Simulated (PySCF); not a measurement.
# C3H9Bi: NMR shieldings

What do calculations give for the NMR shieldings of C3H9Bi (`[CH3][Bi]([CH3])[CH3]`)?

Computed with PySCF 2.14.0 and routines of our own; the level stands in each step. Atoms count from 0.

### Step 1. The system as given

13 atoms, charge 0, multiplicity 1; geometry from: GFN2-xTB.

### Step 2. Geometry optimisation at PBE0-D3(BJ)/def2-SVP

What the job is given:

```
{"job": {"xc": "PBE0", "basis": "def2-SVP", "d3": "d3bj", "grid": 1, "maxiter": 30, "shake": 0.03, "kind": "geom"}, "charge": 0, "multiplicity": 1}
Bi     0.072820    -0.069250     1.325630
C      1.865050    -0.015410     0.024110
H      2.467680     0.815060     0.277090
H      1.698870     0.105640    -1.017290
H      2.409640    -0.952800     0.130090
C     -0.951550     1.644650     0.039750
H     -0.772120     1.380150    -0.995400
H     -0.430400     2.602550     0.238340
H     -2.004700     1.710510     0.316970
C     -0.949160    -1.634600     0.092630
H     -2.040600    -1.626230     0.225800
H     -0.536440    -2.592880     0.371610
H     -0.798460    -1.419490    -1.007140
```

The run is started by

```sh
$ OMP_NUM_THREADS=1 python heavy_run.py task.json out
```

This one command runs all jobs of the session in turn.

Standard output:

```text
step   0  E = -334.10546020  max force = 0.028434
step   1  E = -334.11393724  max force = 0.008299
step   2  E = -334.11481283  max force = 0.004183
step   3  E = -334.11498530  max force = 0.001604
step   4  E = -334.11500639  max force = 0.000516
step   5  E = -334.11500984  max force = 0.000299
optimisation converged
```

Wall time 35 s (1 thread of Arm Neoverse V1, shared host); peak memory 0.47 GiB.

Relaxation path:

```
step  energy from step 0 (eV)  largest force component (eV/Å)
   0                   0.0000                          1.4621
   1                  -0.2307                          0.4268
   2                  -0.2545                          0.2151
   3                  -0.2592                          0.0825
   4                  -0.2598                          0.0265
   5                  -0.2599                          0.0154
```

Close pairs (by a distance rule), those that changed most:

| bond | before (Å) | after (Å) | change (Å) |
| --- | --- | --- | --- |
| Bi0–C5 | 2.375 | 2.273 | -0.101 |
| Bi0–C1 | 2.216 | 2.274 | +0.059 |
| C1–H2 | 1.057 | 1.099 | +0.042 |
| C1–H3 | 1.062 | 1.099 | +0.037 |
| Bi0–C9 | 2.239 | 2.274 | +0.035 |
| C9–H12 | 1.131 | 1.099 | -0.032 |
| C9–H11 | 1.080 | 1.099 | +0.019 |
| C5–H6 | 1.083 | 1.099 | +0.016 |

The final coordinates are the input of the step that follows.

```csv
at the end point,value
"rotational constants (GHz, main isotopes)","3.254, 3.244, 2.800"
dipole moment (D),0.21
```

### Step 3. NMR shieldings: PBE0/pcJ-1 Bi:dyall-v2z, spin–orbit

What the job is given:

```
{"job": {"xc": "PBE0", "basis": {"default": "pcJ-1", "Bi": "dyall-v2z"}, "rel": "so", "kind": "hnmr"}, "charge": 0, "multiplicity": 1}
Bi     0.026503    -0.004561     1.292769
C      1.906405    -0.018410     0.012900
H      2.546093     0.832008     0.287356
H      1.622372     0.057667    -1.045605
H      2.456917    -0.954619     0.182471
C     -0.934541     1.646730     0.060540
H     -0.823859     1.411450    -1.007200
H     -0.442865     2.604802     0.281296
H     -2.001787     1.720689     0.313477
C     -0.960928    -1.640293     0.058991
H     -2.044185    -1.631724     0.245757
H     -0.552020    -2.619262     0.346360
H     -0.767474    -1.456576    -1.006922
```

Level: PBE0/pcJ-1 Bi:dyall-v2z GIAO NMR shielding, X2C with spin-orbit coupling, screened-nuclear two-electron part, Gaussian nuclei, gas phase.

Standard output:

```text
spin-free SCF
coarse grid: 46544 points
cycle   1  E = -21654.7957238307  dE = -1.263e+00  |g| = 2.027e+00  |ddm| = 2.858e+00
cycle   2  E = -21654.7284575087  dE =  6.727e-02  |g| = 7.378e-01  |ddm| = 1.040e+00
cycle   3  E = -21654.7071827905  dE =  2.127e-02  |g| = 8.496e-01  |ddm| = 1.306e+00
cycle   4  E = -21654.8583599772  dE = -1.512e-01  |g| = 4.736e-02  |ddm| = 6.916e-01
cycle   5  E = -21654.8587741009  dE = -4.141e-04  |g| = 1.819e-02  |ddm| = 4.451e-02
cycle   6  E = -21654.8587885829  dE = -1.448e-05  |g| = 4.297e-03  |ddm| = 6.693e-03
cycle   7  E = -21654.8587897716  dE = -1.189e-06  |g| = 6.292e-04  |ddm| = 3.419e-03
final grid: 97168 points
cycle   8  E = -21654.8528986303  dE = -3.334e-04  |g| = 7.624e-02  |ddm| = 2.084e-03
cycle   9  E = -21654.8528984648  dE =  1.656e-07  |g| = 1.246e-03  |ddm| = 1.880e-03
cycle  10  E = -21654.8528980713  dE =  3.935e-07  |g| = 1.806e-03  |ddm| = 2.661e-03
cycle  11  E = -21654.8528987800  dE = -7.087e-07  |g| = 1.293e-04  |ddm| = 1.604e-03
cycle  12  E = -21654.8528987810  dE = -1.070e-09  |g| = 9.821e-06  |ddm| = 6.438e-05
converged SCF energy = -21654.8528987810
two-component SCF
cycle   1  E = -21640.0366031560  dE = -2.164e+04  |FDS-SDF| = 6.639e+02
cycle   2  E = -21681.8855976057  dE = -4.185e+01  |FDS-SDF| = 2.200e+00
cycle   3  E = -21681.8930850272  dE = -7.487e-03  |FDS-SDF| = 1.815e-01
cycle   4  E = -21681.8932443848  dE = -1.594e-04  |FDS-SDF| = 1.488e-01
cycle   5  E = -21681.8936727511  dE = -4.284e-04  |FDS-SDF| = 1.671e-02
cycle   6  E = -21681.8936931685  dE = -2.042e-05  |FDS-SDF| = 3.532e-03
cycle   7  E = -21681.8936965664  dE = -3.398e-06  |FDS-SDF| = 1.378e-03
cycle   8  E = -21681.8936974998  dE = -9.335e-07  |FDS-SDF| = 5.104e-04
cycle   9  E = -21681.8936975744  dE = -7.452e-08  |FDS-SDF| = 7.971e-05
cycle  10  E = -21681.8936975778  dE = -3.485e-09  |FDS-SDF| = 1.958e-05
converged, E = -21681.8936975778

Field gradients (au) and densities at the nuclei (bohr^-3)
atom        Vxx        Vyy        Vzz        centre      nuclear mean
  0 Bi     3.4150     3.4244    -6.8394    2978344.169    2704925.921
  1 C     -0.0293    -0.0401     0.0693        125.765        125.762
  2 H     -0.1452    -0.1494     0.2946          0.468          0.468
  3 H     -0.1446    -0.1503     0.2949          0.467          0.467
  4 H     -0.1450    -0.1492     0.2941          0.467          0.467
  5 C     -0.0289    -0.0398     0.0687        125.764        125.762
  6 H     -0.1443    -0.1500     0.2943          0.467          0.467
  7 H     -0.1450    -0.1492     0.2941          0.467          0.467
  8 H     -0.1450    -0.1491     0.2941          0.468          0.468
  9 C     -0.0290    -0.0399     0.0689        125.764        125.762
 10 H     -0.1450    -0.1491     0.2941          0.467          0.467
 11 H     -0.1450    -0.1493     0.2943          0.468          0.468
 12 H     -0.1444    -0.1502     0.2946          0.467          0.467
without picture change
  0 Bi                          -8.7396                   7916150.443

Core orbital energies (eV)
atom   shell        mean    spread
  0 Bi 1s       -90445.223   0.000
  0 Bi 2s       -16285.324   0.000
  0 Bi 3s        -3949.416   0.000
  0 Bi 4s         -915.877   0.000
  0 Bi 5s         -162.387   0.000
  0 Bi 6s          -17.003   0.000
  0 Bi 2p1/2    -15643.000   0.000
  0 Bi 2p3/2    -13330.896   0.006
  0 Bi 3p1/2     -3659.174   0.000
  0 Bi 3p3/2     -3138.937   0.016
  0 Bi 4p1/2      -789.237   0.000
  0 Bi 4p3/2      -660.450   0.032
  0 Bi 5p1/2      -117.942   0.000
  0 Bi 5p3/2       -93.120   0.078
  0 Bi 3d3/2     -2664.273   0.015
  0 Bi 3d5/2     -2553.999   0.019
  0 Bi 4d3/2      -454.278   0.035
  0 Bi 4d5/2      -429.929   0.045
  0 Bi 5d3/2       -30.420   0.104
  0 Bi 5d5/2       -27.319   0.166
  0 Bi 4f5/2      -160.549   0.047
  0 Bi 4f7/2      -155.052   0.053

Shielding tensors (ppm)
atom      isotropic    diamagn.    paramagn.     s11        s22        s33       span
  0 Bi    10591.58     8955.79     1635.79   10191.00   10195.94   11387.80    1196.79
  1 C       188.71      250.82      -62.12     159.77     183.23     223.13      63.37
  2 H        30.41       30.13        0.27      23.97      26.47      40.78      16.81
  3 H        29.36       30.78       -1.42      22.31      26.52      39.27      16.97
  4 H        30.37       30.17        0.19      23.94      26.46      40.70      16.76
  5 C       189.01      250.84      -61.83     159.69     182.93     224.41      64.72
  6 H        29.33       30.80       -1.47      22.28      26.45      39.24      16.96
  7 H        30.38       30.15        0.23      23.98      26.42      40.73      16.75
  8 H        30.42       30.18        0.24      24.01      26.44      40.81      16.80
  9 C       189.25      250.82      -61.58     159.73     182.95     225.06      65.33
 10 H        30.40       30.21        0.19      23.93      26.52      40.75      16.83
 11 H        30.42       30.13        0.29      23.97      26.49      40.81      16.84
 12 H        29.32       30.79       -1.46      22.23      26.49      39.25      17.02
```

Wall time 8.9 min (1 thread of Arm Neoverse V1, shared host); peak memory 2.2 GiB.

Key values:

| quantity | value |
| --- | --- |
| energy from spin-orbit coupling | -27.0408 Eh |

Orbitals, density, ELF and potential are computed afterwards from the orbital file.

Frontier orbitals at PBE0/dyall-v2z+pcJ-1, with the share of their density that lies nearest to each atom:

```
orbital  energy (eV)                                                  lies on
   HOMO        -6.51                     Bi0 52 %; C1, C5, C9 about 10 % each
   LUMO         0.00  Bi0 46 %; C5, C9 about 9 % each; H7, H11 about 8 % each
```

ELF in a plane through or near 9 of the atoms.

Ten even steps from '0' (0.00) to '9' (1.00):
```
0000000000000000000000000000
0000000000000000000000000000
0000000000001100000000000000
0000000000048874000000000000
0000000121289999200000000000
0000017997689997100000000000
0000039999843752000155200000
0000018998725741012899960000
0000001344567621235999981000
0000000000122222663599740000
0000000001233223661175210000
0000038986677521357999730000
0000179999416620037999950000
0000169998426620003999620000
0000014654799961000121000000
0000000003799972000000000000
0000000001378720000000000000
0000000000001000000000000000
0000000000000000000000000000
0000000000000000000000000000
```
The map spans 10.3 Å across and 10.5 Å up, centred on the molecule. Atoms in the plane (x, y in Å): C1 (1.9, -0.1), H2 (2.6, 0.7), H4 (2.4, -1.1), C5 (-0.9, 1.7), H7 (-0.3, 2.6), H8 (-1.9, 1.8), C9 (-1.0, -1.6), H10 (-2.1, -1.5), H11 (-0.7, -2.6).

log10 of the density (e/Å³) in the same plane.

Ten even steps from ' ' (-4.0) to '@' (1.0):
```
                                                        
                      ......                            
              ....::::------::::..                      
            ..::----====++++==--::..                    
        ..::----==++++**####**++--::..                  
        ::--==++**######%%%%**++==--::::::::....        
        ::--++**##%%%%@@%%%%**++============--::..      
        ::--==++####%%%%%%##**++++++++******++==--..    
        ..::====++**########********########**++--::..  
        ....::--==++++**********####%%%%%%##**++--::..  
        ..::--==++++************##%%@@@@%%##++==--::..  
      ..::--++++**##########******####%%%%##++==--::    
      ..--==++**%%%%%%@@%%##**++++****####**++==--..    
      ..--==++**##%%%%@@%%##**++====++++++++==--::      
        ::--==++****##%%%%##++==------------::..        
        ..::----==++********++==::..........            
            ..::----========--::..                      
              ....::::----::::..                        
                      ....                              
                                                        
```
The map spans 10.3 Å across and 10.5 Å up, centred on the molecule. Atoms in the plane (x, y in Å): C1 (1.9, -0.1), H2 (2.6, 0.7), H4 (2.4, -1.1), C5 (-0.9, 1.7), H7 (-0.3, 2.6), H8 (-1.9, 1.8), C9 (-1.0, -1.6), H10 (-2.1, -1.5), H11 (-0.7, -2.6).

On the surface of density 0.002 e/bohr³ the electrostatic potential runs, from the 1st to the 99th percentile, from -0.37 to 1.03 V.

(Part 1 of 2 ends here.)
